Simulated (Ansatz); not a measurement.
The system is BiTe.

```
CELL_PARAMETERS angstrom
0.00000 3.23500 3.23500
3.23500 0.00000 3.23500
3.23500 3.23500 0.00000
ATOMIC_POSITIONS crystal
Bi 0.98294 0.99120 0.02381
Te 0.49611 0.49225 0.50219
```

The cell isn't the ideal one: atoms moved at random, drawn with an rms of 0.05 Å.

A run of Ansatz 0.2.0 on this cell left the log below. Logs are shortened: lines on timing, memory, paths and dates and some standing lists are left out, and cuts for length are marked.

```text
Warning: RAYON_NUM_THREADS=1 ignored (pool sized by the plan → 1); use --threads N
Engine: ansatz 0.2.0, x86_64-unknown-linux-gnu
Pseudopotentials: kind: paw
Pseudopotential: Bi, paw, valence charge 15, recommended cutoff 420 eV (normal), Bi.paw.azcp
Pseudopotential: Te, paw, valence charge 16, recommended cutoff 420 eV (normal), Te.paw.azcp
Functional definition: PBE
  parameter kappa = 0.804
  parameter beta = 0.06672455060314922
  exchange = pbe_x(kappa = kappa, mu = beta*pi^2/3)
  correlation = pbe_c(beta = beta)
Crystal: 2 atoms, lattice volume = 67.710 Å³
Basis set: ecut = 420 eV, 1363 PW (Γ), exchange–correlation on 64×64×64 points (8 copies of the dense FFT grid, shifted against one another)
Bands: 20, of which v1, the nominal top of the filled ones, is band 16 counted from 1 (15 counted from 0)
Symmetry: 1 space group operations
Space group: P1 (ITA 1), of the structure as read, at distance tolerance 4.1e-5 Å
k-points: 172 of 343 (time reversal used)
Non-local potential: Bi, projectors of the file, l = 0: 2, l = 1: 2, l = 2: 2, l = 3: 2
Non-local potential: Te, projectors of the file, l = 0: 2, l = 1: 2, l = 2: 2, l = 3: 2
PAW form: soft (Blöchl's): semilocal exchange-correlation on the pseudo side does not see the compensation charge
PAW one-centre angular grid: Bi, 590 points (default); XC on 64 Gauss nodes
PAW one-centre angular grid: Te, 590 points (default); XC on 64 Gauss nodes
Initial density: superposition of atomic densities (neutral atoms: chi_scale 0, normalization atom), corrected by the library's trained network
Initial wavefunctions: pseudopotential atomic-orbital guess
Functional: x = pbe(κ = 0.804, μ = 0.2195149727645171), c = pbe(β = 0.06672455060314922)
SCF iter   1: F=—  HF=-19376.625458 eV  |F-HF|=—  |Δ(HF+E_count)|=         —  Δρ=9.57e-4  dr2=1.08e-3  ethr=1.77e-3  ⟨swp⟩=6.6  Hψ=18166  notcnv=0
preconditioner: auto → LDOS  [metal: Δε(μ)=0.007 eV  Ē_g=9.471 eV  σ=0.050 eV  W_gap=0.03  n_scr=14 (ndim 8)  ℏωp=15.0 eV  f_vac=0.012  D(μ)=2.84/eV (n_scr^D=26)  β→1.0]
SCF iter   2: F=—  HF=-19376.623875 eV  |F-HF|=—  |Δ(HF+E_count)|=   1.58e-3  Δρ=7.63e-4  dr2=3.43e-4  ethr=3.47e-6  ⟨swp⟩=2.4  Hψ=7905  notcnv=0  defer=10
SCF iter   3: F=—  HF=-19376.623770 eV  |F-HF|=—  |Δ(HF+E_count)|=   1.06e-4  Δρ=2.41e-4  dr2=6.79e-5  ethr=1.11e-6  ⟨swp⟩=2.0  Hψ=6087  notcnv=0  defer=10
SCF iter   4: F=—  HF=-19376.623760 eV  |F-HF|=—  |Δ(HF+E_count)|=   9.54e-6  Δρ=1.20e-4  dr2=1.34e-5  ethr=2.19e-7  ⟨swp⟩=2.2  Hψ=5836  notcnv=0  defer=10
SCF iter   5: F=—  HF=-19376.623756 eV  |F-HF|=—  |Δ(HF+E_count)|=   4.45e-6  Δρ=4.88e-5  dr2=2.60e-6  ethr=4.34e-8  ⟨swp⟩=2.0  Hψ=5823  notcnv=0  defer=10
SCF iter   6: F=-19376.623755 eV  HF=-19376.623755 eV  |F-HF|=1.41e-9  |Δ(HF+E_count)|=   7.70e-7  Δρ=6.92e-6  dr2=4.29e-8  ethr=3.23e-10  ⟨swp⟩=6.6  Hψ=20867  notcnv=0
SCF 1 converged in 6 iterations: F = -19376.623755 eV  dr2 = 4.29e-8
  greatest PAW one-centre occupation: 0.998 electrons in one spin orbital (limit 2), on the Te atom at site 1 (counted from 0), in its partial waves of l = 2
SCF converged after 6 iterations
Free energy (F): -19376.623755 eV
Harris-Foulkes:  -19376.623755 eV  (|F-HF|=1.41e-9)
Internal energy: -19376.602713 eV  (E = F + TS)
E sigma→0 (E₀):  -19376.613234 eV
Entropy (-TS):   -0.021042 eV (-10.521 meV/atom)
Fermi energy:    9.872292 eV
--- Per-component energies (eV) ---
  E_band       = -363.737777
  E_kinetic    = 481.923593
  E_local      = -2763.115318  (includes V_loc(G=0)·N_el)
  E_nonlocal   = 249.918485
  E_hartree    = 1290.662551
  E_xc         = -275.605663
  E_vxc        = -248.310835  (∫ρ·V_xc dr)
  E_paw        = -15325.009270  (= ΣΔE_a)
  E_vpaw       = -665.472714  (= ΣTr[D̂ρ^β])
  E_aug_tail   = -0.000610  (compensation charges beyond the density's cutoff)
  E_ewald      = -3035.376483
  E_smearing   = -0.021042  (= −TS)
  E_closure    = -0.000000  (closes the sum)
  Σ components = -19376.623755   (vs F -19376.623755, Δ=0.00e0)
--- Forces (eV/Å), atoms counted from 1 ---
  atom   1  Bi    -0.19068657    -0.07715377     0.13055062
  atom   2  Te     0.19068107     0.07715184    -0.13054606
  max |Σ_I F_I| component: 5.50e-6 eV/Å
--- Stress (GPa, compression-positive) ---
        1.085098      -0.056912       0.096098
       -0.056912       1.017163       0.039187
        0.096098       0.039187       1.041382
  P = ⅓ Tr σ = 1.0479 GPa (10.479 kbar)
--- Band table (eV; the first three rows and the last of 172) ---
  k-point 0: bands = ["-27.4370", "-27.4363", "-27.4354", "-27.4348", "-27.4340", "-13.3334", "-13.3314", "-13.3294", "-13.3292", "-13.3274", "-3.7002", "1.7144", "7.2658", "7.2816", "7.2935", "11.9411", "11.9604", "11.9853", "14.5173", "14.5339"]
  k-point 1: bands = ["-27.4370", "-27.4362", "-27.4353", "-27.4347", "-27.4340", "-13.3344", "-13.3324", "-13.3285", "-13.3279", "-13.3268", "-3.5192", "1.2739", "7.3252", "7.3417", "7.4648", "11.1905", "11.3160", "11.3354", "14.3743", "14.8815"]
  k-point 2: bands = ["-27.4369", "-27.4362", "-27.4350", "-27.4345", "-27.4338", "-13.3367", "-13.3348", "-13.3271", "-13.3249", "-13.3244", "-2.9881", "0.2371", "7.5174", "7.5373", "7.7932", "10.0305", "10.2010", "10.2200", "14.8959", "15.9126"]
  k-point 171: bands = ["-27.4368", "-27.4360", "-27.4350", "-27.4344", "-27.4336", "-13.3393", "-13.3352", "-13.3264", "-13.3234", "-13.3215", "-1.7571", "-1.2399", "6.2638", "7.4072", "7.5458", "9.8496", "9.8789", "11.3225", "16.1679", "16.6687"]
```

**Question.** Write the input and the command behind it.

**Answer.** Single point with PBE, no spin polarisation. The files as run (others can give the same):

input.yaml
```yaml
crystal:
  lattice:
    - [0.0, 3.235, 3.235]
    - [3.235, 0.0, 3.235]
    - [3.235, 3.235, 0.0]
  atoms:
    - { symbol: Bi, position: [-0.017056, -0.008804, 0.023815] }
    - { symbol: Te, position: [0.496114, 0.492255, 0.502187] }
hamiltonian:
  xc: pbe
  pseudopotentials: { kind: paw }
kpoints:
  mp_grid: { grid: [7, 7, 7] }
scf:
  occupations: { method: fermi_dirac, width: 0.05 }
output:
  forces: true
  stress: true
  eigenvalues: true
```

Potentials or basis: Ansatz PAW.
The run is started by
```bash
$ ansatz run input.yaml --threads 1 --pin off --max-ram 2560MiB --backend cpu --events-out ev --progress --plain --runs-dir out
```

Caveat: spin-orbit coupling is left out, which moves the levels of the heavy elements.
